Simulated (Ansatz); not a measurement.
# BeZn2S2O: the cost of one run

Computed with Ansatz 0.2.0 (DFT PBE, scalar-relativistic, plane waves, PAW, unless a step's input says otherwise).

2 further runs of the same task are left out: 1 that didn't finish, 1 set aside as unsound or not needed.

### Step 1. The starting structure

It takes space group P4mm (No. 99, tetragonal). Conventional cell: a = 3.586 Å, b = 3.586 Å, c = 6.324 Å, α = 90.00°, β = 90.00°, γ = 90.00°. Be (site symmetry 4mm) has 5 Zn at 2.86 to 2.91 Å and 4 S at 2.96 Å and 4 O at 3.06 Å as nearest neighbours. Zn (site symmetry 4mm) is surrounded by 4 S at 2.07 Å. Zn (site symmetry 4mm) has 4 S at 2.08 Å and 4 O at 2.80 Å as nearest neighbours. Around S (site symmetry 2mm) lie 4 Zn at 2.07 to 2.08 Å and 4 S at 2.54 Å and 2 Be at 2.96 Å. Around O (site symmetry 4mm) lie 5 Zn at 2.80 to 3.03 Å and 4 S at 2.88 Å and 4 Be at 3.06 Å.

As a file:

```cif
data_structure
_symmetry_space_group_name_H-M 'P4mm'
_symmetry_Int_Tables_number 99
_cell_length_a 3.5865
_cell_length_b 3.5865
_cell_length_c 6.3240
_cell_angle_alpha 90.000
_cell_angle_beta 90.000
_cell_angle_gamma 90.000
_cell_volume 81.34
loop_
_atom_site_label
_atom_site_type_symbol
_atom_site_symmetry_multiplicity
_atom_site_Wyckoff_symbol
_atom_site_fract_x
_atom_site_fract_y
_atom_site_fract_z
_atom_site_occupancy
Be1 Be 1 b 0.50000 0.50000 0.37095 1
Zn1 Zn 1 a 0.00000 0.00000 0.16199 1
Zn2 Zn 1 b 0.50000 0.50000 0.83048 1
S1 S 2 c 0.50000 0.00000 0.99759 1
O1 O 1 a 0.00000 0.00000 0.64139 1
```

Recipe of the guess: species swapped into a database cell of La2BrClO2 (P4mm, No. 99), with Zn on the La sites, Be on the Br sites, O on the Cl sites and S on the O sites. Lengths come from tabulated atomic sizes and are only a guess.

### Step 2. Probe: one point on a coarse mesh

input.yaml

```yaml
crystal:
  lattice:
    - [3.58648188, 0.0, 0.0]
    - [0.0, 3.58648188, 0.0]
    - [0.0, 0.0, 6.32399778]
  atoms:
    - { symbol: Be, position: [0.5, 0.5, 0.37095201] }
    - { symbol: Zn, position: [0.0, 0.0, 0.161994] }
    - { symbol: Zn, position: [0.5, 0.5, 0.83048201] }
    - { symbol: S, position: [0.5, 0.0, 0.99759299] }
    - { symbol: S, position: [0.0, 0.5, 0.99759299] }
    - { symbol: O, position: [0.0, 0.0, 0.64138597] }
basis:
  ecutwfc: 420
kpoints:
  mp_grid: { grid: [6, 6, 4] }
hamiltonian:
  xc: pbe
scf:
  occupations: { method: gaussian, width: 0.1 }
  lower_state_search: "off"
output:
  forces: true
  stress: true
  eigenvalues: true
```

Launch:

```
$ ansatz run input.yaml --threads 1 --pin off --max-ram 2560MiB --backend cpu --events-out ev --progress --plain --runs-dir out
```

Q: Estimate wall time and peak memory on 1 thread of Intel Xeon at 2.70GHz, shared host.

About 11 s, with a peak of 0.37 GiB.
